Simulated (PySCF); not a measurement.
**[Yb(CH3)2]+: other functionals and bases at one geometry**

One table from this session's results is given with a row withheld; the runs are named, their logs left out.

Program: PySCF 2.14.0. Level of theory: several levels, as the steps say, no spin–orbit coupling. These are calculated values, not measurements.

1 further run of the same task is left out (for a known fault of the program).

### Starting geometry

9 atoms, charge 1, spin multiplicity 1.

Bond lengths: Yb1–C2 2.223 Å, Yb1–C6 2.223 Å, C2–H3 1.106 Å, C2–H4 1.107 Å, C2–H5 1.107 Å, C6–H7 1.106 Å, C6–H8 1.107 Å, C6–H9 1.107 Å. Angles: C2–Yb1–C6 100.4°, Yb1–C2–H3 114.5°, Yb1–C2–H4 110.9°, Yb1–C2–H5 109.7°, H3–C2–H4 107.4°, H3–C2–H5 107.8°, H4–C2–H5 106.2°, Yb1–C6–H7 114.5°, Yb1–C6–H8 110.9°, Yb1–C6–H9 109.7°, H7–C6–H8 107.4°, H7–C6–H9 107.8°, H8–C6–H9 106.2°.

Geometry (Å):

```xyz
9

Yb    0.0000    0.0000   -0.2154
C     1.7081    0.0170    1.2076
H     2.6888   -0.2085    0.7487
H     1.7959    1.0007    1.7083
H     1.5317   -0.7230    2.0113
C    -1.7081   -0.0170    1.2076
H    -2.6888    0.2085    0.7487
H    -1.7959   -1.0007    1.7083
H    -1.5317    0.7230    2.0113
```

Formal oxidation states: Yb +3. Each metal's 13 4f electrons lie in its core potential, so multiplicities, spins and levels count the valence alone. An earlier session relaxed this geometry at PBE0, Yb lcecp-1-SVP with ECP59, C def2-SVP, H def2-SVP (singlet, point group C2).

At PBE0 on the finer grid: E = -118.786591 Eh, HOMO -11.80 eV, LUMO -7.27 eV, Mulliken charge on Yb1 +1.21 e, largest force component 0.005 eV/Å. 

Levels to run: PBE; r2SCAN; PBE0, TZVP. Hardware: 2 threads of Arm Neoverse V2, shared host.

Set-up of the first run:

run.py (the lines that set the calculation) reads:

```python
mol = gto.M(atom='''
Yb     0.00000     0.00000    -0.21543
C      1.70814     0.01700     1.20760
H      2.68883    -0.20852     0.74868
H      1.79590     1.00068     1.70825
H      1.53168    -0.72296     2.01134
C     -1.70814    -0.01700     1.20760
H     -2.68883     0.20852     0.74868
H     -1.79590    -1.00068     1.70825
H     -1.53168     0.72296     2.01134''',
    basis={'Yb': 'lcecp-1-SVP', 'C': 'def2-SVP', 'H': 'def2-SVP'},
    ecp={'Yb': 'lcecp-1-SVP'},
    charge=1, spin=0)
mf = dft.RKS(mol, xc='PBE')
mf.grids.atom_grid = (75, 302)  # f atoms: unpruned, at least (60, 302)
mf = mf.density_fit()  # fitting sets: Yb AutoAux, C def2-universal-JKFIT, H def2-universal-JKFIT
mf.conv_tol = 1e-08; mf.max_cycle = 55
mf.kernel(dm0)  # dm0: the density of the relaxed state
```

Run with:

```sh
OMP_NUM_THREADS=2 python run.py
```

Among the steps run: PBE; r2SCAN; PBE0, TZVP.

One table of the session follows, with a row left open; its other results are not shown here.

```
              level  HOMO (eV)  gap (eV)  charge on Yb1 (e)  dipole (D)  largest force component (eV/Å)
PBE0 (relaxed here)     -11.80      4.53               1.21        3.37                            0.01
                PBE          ?         ?                  ?           ?                               ?
             r2SCAN     -10.82      3.27               1.22        3.25                            0.08
         PBE0, TZVP     -11.75      4.50               1.51        3.49                            0.26
```

Q: Estimate the row for PBE from the others.

As computed: HOMO (eV): -10.66; gap (eV): 2.59; charge on Yb1 (e): 1.08; dipole (D): 2.69; largest force component (eV/Å): 0.23. In the column «HOMO (eV)» it is the highest.

The dipole of a charged species depends on the origin, so these sizes hold for this origin alone.

In one basis the HOMO–LUMO gap runs from 2.59 eV (PBE) to 4.53 eV (PBE0). The largest leftover force, 0.26 eV/Å with PBE0, TZVP, stands at a geometry relaxed at another level. With 4f in the core, its levels are missing from HOMO and gap, and its count is fixed, so no charge can pass from the ligands into it. Total energies of different levels can't be compared.
